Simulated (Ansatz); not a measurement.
**BSbH₄ (SMILES [BH2][SbH2]): functionals against CCSD(T) at one geometry**

The atoms stand at a structure displaced at random from a GFN2-xTB minimum. How far do the functionals agree with CCSD(T) there?

The runs use Ansatz 0.2.0, Gaussian basis; single points in def2-TZVPP.

Cores are frozen in the correlated methods. Filled d shells of the heavier atoms are correlated. Core potentials replace the inner electrons past krypton, and spin-orbit coupling is left out.

## (1) Where the work starts

SMILES `[BH2][SbH2]`, 6 atoms, charge 0, spin multiplicity 1.

Atoms are counted from 1 here; the program's logs count them from 0.

Bond lengths: B1–Sb2 2.113 Å, B1–H4 0.985 Å, Sb2–H5 1.616 Å, Sb2–H6 1.650 Å. Angles: Sb2–B1–H4 126.5°, B1–Sb2–H5 92.0°, B1–Sb2–H6 87.6°, H5–Sb2–H6 86.4°.

Coordinates:

| atom | x (Å) | y (Å) | z (Å) |
| --- | --- | --- | --- |
| B1 | 0.0088 | -0.8908 | 0.1167 |
| Sb2 | 0.6517 | 1.1193 | 0.0158 |
| H3 | -0.3686 | -1.4264 | 1.4390 |
| H4 | 0.2234 | -1.6067 | -0.5246 |
| H5 | -0.1478 | 1.3635 | -1.3676 |
| H6 | -0.7514 | 1.5345 | 0.7782 |

## (2) CCSD(T)/def2-TZVPP

Contents of run/in.yaml:

```yaml
crystal:
  periodic: [false, false, false]
  atoms:
    - {symbol: B, position_ang: [0.008800, -0.890800, 0.116700]}
    - {symbol: Sb, position_ang: [0.651700, 1.119300, 0.015800]}
    - {symbol: H, position_ang: [-0.368600, -1.426400, 1.439000]}
    - {symbol: H, position_ang: [0.223400, -1.606700, -0.524600]}
    - {symbol: H, position_ang: [-0.147800, 1.363500, -1.367600]}
    - {symbol: H, position_ang: [-0.751400, 1.534500, 0.778200]}
basis:
  gaussian: {orbitals: def2-TZVPP}
correlation: {method: ccsd_t}
output: {forces: true}
```

No record of the launch command was kept for these runs.

## (3) PBE0-D4/def2-TZVPP

run/in.yaml: that of step 2 with these lines changed.

```diff
@@ -11,3 +11,3 @@
   gaussian: {orbitals: def2-TZVPP}
-correlation: {method: ccsd_t}
-output: {forces: true}
+hamiltonian: {xc: pbe0, dispersion: d4}
+output: {forces: true, orbitals: {seedname: orbitals}}
```

## (4) wB97M-V/def2-TZVPP

run/in.yaml: that of step 3 with these lines changed.

```diff
@@ -11,3 +11,3 @@
   gaussian: {orbitals: def2-TZVPP}
-hamiltonian: {xc: pbe0, dispersion: d4}
-output: {forces: true, orbitals: {seedname: orbitals}}
+hamiltonian: {xc: {name: wB97M-V}}
+output: {forces: true}
```

## (5) r2SCAN-D4/def2-TZVPP

run/in.yaml: that of step 4 with these lines changed.

```diff
@@ -11,3 +11,3 @@
   gaussian: {orbitals: def2-TZVPP}
-hamiltonian: {xc: {name: wB97M-V}}
+hamiltonian: {xc: r2scan, dispersion: d4}
 output: {forces: true}
```

## (6) PBE-D4/def2-TZVPP

run/in.yaml: that of step 5 with these lines changed.

```diff
@@ -11,3 +11,3 @@
   gaussian: {orbitals: def2-TZVPP}
-hamiltonian: {xc: r2scan, dispersion: d4}
+hamiltonian: {xc: pbe, dispersion: d4}
 output: {forces: true}
```

## (7) SPW92/def2-TZVPP

run/in.yaml: that of step 6 with these lines changed.

```diff
@@ -11,3 +11,3 @@
   gaussian: {orbitals: def2-TZVPP}
-hamiltonian: {xc: pbe, dispersion: d4}
+hamiltonian: {xc: lda}
 output: {forces: true}
```

## (8) B97M-V/def2-TZVPP

run/in.yaml: that of step 7 with these lines changed.

```diff
@@ -11,3 +11,3 @@
   gaussian: {orbitals: def2-TZVPP}
-hamiltonian: {xc: lda}
+hamiltonian: {xc: {name: B97M-V}}
 output: {forces: true}
```

(Steps that only read results are left out.)

What does the calculation give? Wanted: energy less free atoms, CCSD(T)/def2-TZVPP; RMS force component; RMS force error; HOMO and LUMO, PBE0-D4; T1 diagnostic.

**Answer**, as computed:

| quantity | value |
| --- | --- |
| energy less free atoms, CCSD(T)/def2-TZVPP | -322.1 kcal/mol |
| RMS force component | 3.092 to 3.251 eV/Å over the methods |
| RMS force error | PBE0-D4 0.094, wB97M-V 0.076, r2SCAN-D4 0.085, PBE-D4 0.217, SPW92 0.238, B97M-V 0.169 eV/Å |
| HOMO and LUMO, PBE0-D4 | -7.52 and -2.22 eV |
| T1 diagnostic | 0.016 |

In words: Against CCSD(T) the functionals' energies less atoms differ by -59.9 to -6.7 kcal/mol, PBE-D4 by -11.0 kcal/mol. A larger basis would deepen the CCSD(T) value, while the functionals are nearly converged already, so the order here is not reliable. On forces the order runs from wB97M-V to SPW92. Frozen-core CCSD(T) forces in triple zeta carry basis errors of their own, and this is one geometry, so small gaps rank nothing.
